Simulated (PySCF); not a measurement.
# C2H6Cl2Sn: electronic structure in real space

For C2H6Cl2Sn, the scripts below analyse its density (charges, bond critical points, surface potential), see where an electron leaves and enters and measure its response to a uniform field.

The runs use PySCF 2.14.0; levels as typed in each script, gas phase, geometry from GFN2-xTB.

**1. Where the work starts**

SMILES `C[Sn](C)(Cl)Cl`, 11 atoms, charge 0, spin multiplicity 1.

Bond lengths: C1–Sn2 2.214 Å, C1–H6 1.083 Å, C1–H7 1.084 Å, C1–H8 1.079 Å, Sn2–C3 2.215 Å, Sn2–Cl4 2.332 Å, Sn2–Cl5 2.332 Å, C3–H9 1.084 Å, C3–H10 1.087 Å, C3–H11 1.083 Å. Angles: Sn2–C1–H6 109.1°, Sn2–C1–H7 108.0°, Sn2–C1–H8 109.3°, H6–C1–H7 110.0°, H6–C1–H8 110.8°, H7–C1–H8 109.6°, C1–Sn2–C3 120.9°, C1–Sn2–Cl4 107.5°, C1–Sn2–Cl5 107.6°, C3–Sn2–Cl4 107.6°, C3–Sn2–Cl5 107.5°, Cl4–Sn2–Cl5 104.6°, Sn2–C3–H9 108.0°, Sn2–C3–H10 108.8°, Sn2–C3–H11 109.1°, H9–C3–H10 110.7°, H9–C3–H11 110.0°, H10–C3–H11 110.2°.

Geometry (Å):

```xyz
11

C    -0.0012   -1.3650   -1.9259
Sn    0.0000   -0.2728    0.0001
C     0.0024   -1.3636    1.9276
Cl   -1.8457    1.1522    0.0008
Cl    1.8451    1.1535   -0.0010
H     0.8886   -1.9797   -1.9848
H    -0.0002   -0.6335   -2.7260
H    -0.8907   -1.9726   -1.9909
H     0.0009   -0.6315    2.7271
H     0.8923   -1.9859    1.9775
H    -0.8871   -1.9788    1.9869
```

**2. Density, bond paths and surface potential (B3LYP/def2-svpd)**

Input file input.py:

```python
import numpy as np
from pyscf import gto, scf, dft
from pyscf.scf import atom_ks, atom_hf
from scipy.linalg import block_diag

def solve(mol, dm0=None, hcore=None):
    mf = (dft.UKS if mol.spin else dft.RKS)(mol, xc='b3lyp')
    mf.grids.level = 3
    mf = mf.density_fit(auxbasis='def2-universal-jkfit')
    mf.conv_tol, mf.max_cycle = 1e-8, 80
    if hcore is not None:
        mf.get_hcore = lambda *args: hcore
    mf.kernel(dm0)
    if not mf.converged:
        mf = mf.newton().run(mf.mo_coeff, mf.mo_occ, max_cycle=30)
    assert mf.converged, 'SCF not converged'
    return mf

mol = gto.M(atom='''
C     -0.00120    -1.36503    -1.92591
Sn    -0.00002    -0.27285     0.00009
C      0.00235    -1.36359     1.92755
Cl    -1.84572     1.15219     0.00076
Cl     1.84514     1.15346    -0.00101
H      0.88863    -1.97969    -1.98480
H     -0.00022    -0.63351    -2.72597
H     -0.89072    -1.97261    -1.99093
H      0.00087    -0.63147     2.72705
H      0.89228    -1.98586     1.97746
H     -0.88706    -1.97881     1.98689
''', basis='def2-svpd', ecp={'Sn': 'def2-svpd'}, charge=0, spin=0, verbose=4)
mf = solve(mol)
mf.analyze()
# spherically averaged free atoms, for the promolecule
atom_ks.AtomSphAverageRKS.init_guess_by_vsap = lambda self, mol=None: self.init_guess_by_minao(mol)  # core potentials
atm = atom_ks.get_atm_nrks(mol, xc='b3lyp')
pro = block_diag(*[(atm[a[0]][2] * atm[a[0]][3]) @ atm[a[0]][2].T for a in mol._atom])
np.savez('result.npz', e=mf.e_tot, c=mf.mo_coeff, occ=mf.mo_occ, eps=mf.mo_energy, pro=pro, dip=mf.dip_moment(verbose=0), s2=mf.spin_square()[0])
```

Run with:

```bash
$ OMP_NUM_THREADS=1 python input.py
```

**4. Removing and adding an electron (B3LYP/def2-svpd)**

Input file input.py:

```python
import numpy as np
from pyscf import gto, scf, dft
from pyscf.scf import atom_ks, atom_hf
from scipy.linalg import block_diag

def solve(mol, dm0=None, hcore=None):
    mf = (dft.UKS if mol.spin else dft.RKS)(mol, xc='b3lyp')
    mf.grids.level = 3
    mf = mf.density_fit(auxbasis='def2-universal-jkfit')
    mf.conv_tol, mf.max_cycle = 1e-8, 80
    if hcore is not None:
        mf.get_hcore = lambda *args: hcore
    mf.kernel(dm0)
    if not mf.converged:
        mf = mf.newton().run(mf.mo_coeff, mf.mo_occ, max_cycle=30)
    assert mf.converged, 'SCF not converged'
    return mf

mol = gto.M(atom='''
C     -0.00120    -1.36503    -1.92591
Sn    -0.00002    -0.27285     0.00009
C      0.00235    -1.36359     1.92755
Cl    -1.84572     1.15219     0.00076
Cl     1.84514     1.15346    -0.00101
H      0.88863    -1.97969    -1.98480
H     -0.00022    -0.63351    -2.72597
H     -0.89072    -1.97261    -1.99093
H      0.00087    -0.63147     2.72705
H      0.89228    -1.98586     1.97746
H     -0.88706    -1.97881     1.98689
''', basis='def2-svpd', ecp={'Sn': 'def2-svpd'}, charge=0, spin=0, verbose=4)
mf = solve(mol)
out = dict(e0=mf.e_tot, dm0=mf.make_rdm1(), c=mf.mo_coeff, occ=mf.mo_occ, eps=mf.mo_energy)
for name, dq, spin in [('cation', 1, 1)]:
    ion = mol.copy().set(charge=mol.charge + dq, spin=spin).build()
    mi = solve(ion)
    if spin and dq > 0 and mol.nao < 130:
        c, _, stable, _ = mi.stability(return_status=True)
        if not stable:
            mi = solve(ion, mi.make_rdm1(c, mi.mo_occ))
    print(name, 'vertical energy change / eV', (mi.e_tot - mf.e_tot) * 27.211386)
    out.update({'e_' + name: mi.e_tot, 'dm_' + name: mi.make_rdm1(), 's2_' + name: mi.spin_square()[0], 'eps_' + name: mi.mo_energy, 'occ_' + name: mi.mo_occ})
# spherically averaged free atoms, for the promolecule
atom_ks.AtomSphAverageRKS.init_guess_by_vsap = lambda self, mol=None: self.init_guess_by_minao(mol)  # core potentials
atm = atom_ks.get_atm_nrks(mol, xc='b3lyp')
pro = block_diag(*[(atm[a[0]][2] * atm[a[0]][3]) @ atm[a[0]][2].T for a in mol._atom])
np.savez('result.npz', pro=pro, **out)
```

**6. Response to an electric field (B3LYP/def2-svpd)**

Changes to input.py since step 4:

```diff
@@ -31,13 +31,10 @@
 ''', basis='def2-svpd', ecp={'Sn': 'def2-svpd'}, charge=0, spin=0, verbose=4)
+field = np.array([0.004, 0.0, 0.0])  # atomic units
+mol.set_common_orig(mol.atom_charges() @ mol.atom_coords() / mol.atom_charges().sum())
 mf = solve(mol)
-out = dict(e0=mf.e_tot, dm0=mf.make_rdm1(), c=mf.mo_coeff, occ=mf.mo_occ, eps=mf.mo_energy)
-for name, dq, spin in [('cation', 1, 1)]:
-    ion = mol.copy().set(charge=mol.charge + dq, spin=spin).build()
-    mi = solve(ion)
-    if spin and dq > 0 and mol.nao < 130:
-        c, _, stable, _ = mi.stability(return_status=True)
-        if not stable:
-            mi = solve(ion, mi.make_rdm1(c, mi.mo_occ))
-    print(name, 'vertical energy change / eV', (mi.e_tot - mf.e_tot) * 27.211386)
-    out.update({'e_' + name: mi.e_tot, 'dm_' + name: mi.make_rdm1(), 's2_' + name: mi.spin_square()[0], 'eps_' + name: mi.mo_energy, 'occ_' + name: mi.mo_occ})
+out = dict(dm0=mf.make_rdm1(), d0=mf.dip_moment(unit='AU'), e0=mf.e_tot)
+for name, sign in (('p', 1), ('m', -1)):
+    h = mf.get_hcore() + sign * np.einsum('x,xij->ij', field, mol.intor('int1e_r'))
+    mi = solve(mol, mf.make_rdm1(), h)
+    out.update({'dm' + name: mi.make_rdm1(), 'd' + name: mi.dip_moment(unit='AU'), 'e' + name: mi.e_tot})
 # spherically averaged free atoms, for the promolecule
```

(Steps that only read results are left out.)

**Question.** What will these runs give? Wanted: dipole moment; HOMO, LUMO; vertical ionisation energy; polarisability along the field.

The runs gave:

| quantity | value |
| --- | --- |
| dipole moment (B3LYP/def2-svpd) | 3.82 D |
| HOMO, LUMO (B3LYP/def2-svpd) | -8.05, -1.58 eV |
| vertical ionisation energy (B3LYP/def2-svpd) | 9.96 eV |
| polarisability along the field (B3LYP/def2-svpd) | 94.9 bohr³ |

At B3LYP/def2-svpd: The highest Hirshfeld charge is on Sn2 (+0.54 e), the lowest on Cl4 and Cl5 (−0.23 e). The ionisation energy from two SCF runs, 9.96 eV, lies 1.9 eV above −ε(HOMO) = 8.05 eV of the same level, B3LYP/def2-svpd, since self-interaction lifts this functional's HOMO. All values hold at the given geometry, in the gas phase.
